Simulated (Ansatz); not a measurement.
# ClGaH₅NOSi: one species, many methods

One table from this session's results is given with a row withheld; the runs are named, their logs left out.

Program: Ansatz 0.2.0, Gaussian basis. Level of theory: functionals in def2-TZVPP, the program's frozen cores in correlated methods. These are calculated values, not measurements.

The runs, in order: LDA (SPW92), PBE-D4, revPBE-D4, BLYP-D4, r2SCAN-D4, B97M-V, PBE0-D4, B3LYP-D4, r2SCANh-D4, r2SCAN0-D4, HSE06-D4, BHLYP-D4, CAM-B3LYP-D4, LC-ωPBE, ωB97X-V, ωB97M-V, B2PLYP, PBE-QIDH; CCSD(T)/def2-SVP; CCSD(T)/def2-TZVPP; MP2/def2-QZVPP; extrapolation to the limit; RPA on PBE.

## Structure used throughout

All runs share one geometry, relaxed beforehand with PBE0-D4 in a triple-zeta def2 set.

SMILES `[NH2][Ga]([Cl])[O][SiH3]`, 10 atoms, charge 0, spin multiplicity 1.

Atoms are counted from 1 here; the program's logs count them from 0.

Bond lengths: N1–Ga2 1.792 Å, N1–H6 1.005 Å, N1–H7 1.005 Å, Ga2–Cl3 2.131 Å, Ga2–O4 1.767 Å, O4–Si5 1.636 Å, Si5–H8 1.485 Å, Si5–H9 1.488 Å, Si5–H10 1.489 Å. Angles: Ga2–N1–H6 121.9°, Ga2–N1–H7 122.1°, H6–N1–H7 113.1°, N1–Ga2–Cl3 121.7°, N1–Ga2–O4 120.1°, Cl3–Ga2–O4 118.2°, Ga2–O4–Si5 136.9°, O4–Si5–H8 108.0°, O4–Si5–H9 111.2°, O4–Si5–H10 111.1°, H8–Si5–H9 109.0°, H8–Si5–H10 109.0°, H9–Si5–H10 108.4°.

Set-up of the first run:

Input file in.yaml:

```yaml
crystal:
  periodic: [false, false, false]
  atoms:
    - {symbol: N, position_ang: [-0.200299, -0.013342, -2.599556]}
    - {symbol: Ga, position_ang: [0.443134, -0.235525, -0.941408]}
    - {symbol: Cl, position_ang: [2.325742, -1.168415, -0.587799]}
    - {symbol: O, position_ang: [-0.518367, 0.257789, 0.456250]}
    - {symbol: Si, position_ang: [-0.374173, 0.202170, 2.084688]}
    - {symbol: H, position_ang: [-1.019025, 0.541223, -2.781207]}
    - {symbol: H, position_ang: [0.367035, -0.157191, -3.416317]}
    - {symbol: H, position_ang: [-1.586946, 0.824010, 2.675491]}
    - {symbol: H, position_ang: [-0.264840, -1.201870, 2.566582]}
    - {symbol: H, position_ang: [0.827750, 0.951171, 2.543287]}
basis:
  gaussian: {orbitals: def2-TZVPP}
hamiltonian: {xc: lda}
output: {orbitals: {seedname: orbitals}}
```

The run is started by

```
$ ansatz run in.yaml --threads 2 --pin off --events-out ev --progress --plain --max-ram 20480MiB --backend cpu
```

Among the steps run: LDA; PBE-D4 (GGA); revPBE-D4 (GGA); BLYP-D4 (GGA); r2SCAN-D4 (meta-GGA); B97M-V (meta-GGA); B3LYP-D4 (hybrid); r2SCANh-D4 (hybrid); r2SCAN0-D4 (hybrid); HSE06-D4 (hybrid); BHLYP-D4 (hybrid); CAM-B3LYP-D4 (range-separated); LC-ωPBE (range-separated); ωB97X-V (range-separated); ωB97M-V (range-separated); B2PLYP (double hybrid); PBE-QIDH (double hybrid).

One of the session's tables, all rows but one given; the rest of the session is left out.

It belongs to the step «Frontier levels by functional». 

```
  functional  HOMO (eV)  gap (eV)
 LDA (SPW92)      -6.74      4.60
      PBE-D4      -6.55      4.68
   revPBE-D4      -6.48      4.74
     BLYP-D4      -6.42      4.59
   r2SCAN-D4          ?         ?
      B97M-V      -6.93      5.18
     PBE0-D4      -7.97      7.04
    B3LYP-D4      -7.71      6.46
  r2SCANh-D4      -7.39      6.19
  r2SCAN0-D4      -8.19      7.46
    HSE06-D4      -7.56      6.26
    BHLYP-D4      -9.29      9.21
CAM-B3LYP-D4      -9.41      9.42
     LC-ωPBE     -10.85     12.19
     ωB97X-V     -10.45     11.56
     ωB97M-V     -10.35     11.19
```

**Question.** Estimate the row for r2SCAN-D4.

Worked estimate for «HOMO (eV)». Against the share of exact exchange, r2SCANh-D4 (0.1, -7.39), r2SCAN0-D4 (0.25, -8.19) give a slope of -5.33 per unit share; at 0 the line stands at -6.86.

As computed: HOMO (eV): -6.86; gap (eV): 5.33. In «HOMO (eV)» the line misses by 0.00.
